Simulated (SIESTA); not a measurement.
# LiO8 under changes of volume

One of the cells (11.405 Å³/atom); the others are scaled copies at fixed shape and fractional positions:

```
O Li
1.0
     3.94921   -2.95066    0.00000
     3.94921    2.95066    0.00000
    -2.85692    0.00000    4.40431
O Li
8 1
Direct
  0.82741 0.82741 0.51785
  0.15043 0.15043 0.47631
  0.69959 0.69959 0.58396
  0.27569 0.27569 0.40642
  0.77292 0.33490 0.96372
  0.63389 0.21297 0.03192
  0.21297 0.63389 0.03192
  0.33490 0.77292 0.96372
  0.78275 0.78275 0.05785
```

The cell comes from a database or a generator and needn't be the stable form of this composition.

| Item | Value |
| --- | --- |
| Program | SIESTA 5.4.2 |
| Functional | LDA |
| Potentials or basis | PseudoDojo 0.4 standard (LDA files) |
| Basis | DZP (energy shift 0.003 Ry; two zetas on semicore shells) |
| Grid cutoff | 800 Ry |
| Energy shift | 0.003 Ry |
| k mesh | 4 × 4 × 4 |
| Occupations | fermi-dirac, width 0.05 eV |
| Spin | no spin polarisation |

| volume (Å³/atom) | energy over the lowest point (meV/atom) | pressure (GPa) | largest force (eV/Å) |
| --- | --- | --- | --- |
| 10.721 | 0.00 | -3.8 | 2.551 |
| 10.949 | 6.91 | -5.8 | 1.893 |
| 11.177 | 16.59 | -7.7 | 1.287 |
| 11.405 | 28.73 | -9.3 | 0.791 |
| 11.633 | 43.06 | -10.7 | 1.239 |
| 11.861 | ? | ? | ? |
| 12.089 | 77.35 | -13.2 | 2.053 |

**Question.** What does the run at 11.861 Å³/atom give?

**Answer.** Energy over the lowest point 59.33 meV/atom; pressure -12.0 GPa; largest force 1.660 eV/Å.

Worked out: A Birch-Murnaghan fit of order 3 (a polynomial in V^(-2/3)) to the other rows has no minimum within the range. It gives 59.34 meV/atom at 11.861 Å³/atom, against the run's 59.33, and -dE/dV = -12.1 GPa, against -12.0.

Energies are extrapolated to zero smearing.

Caveats: some runs use coarse meshes; the basis of atomic orbitals isn't converged, which shifts pressures, moduli and gaps; an odd number of electrons without spin polarisation forces a metal; a magnetic or distorted state may lie lower.
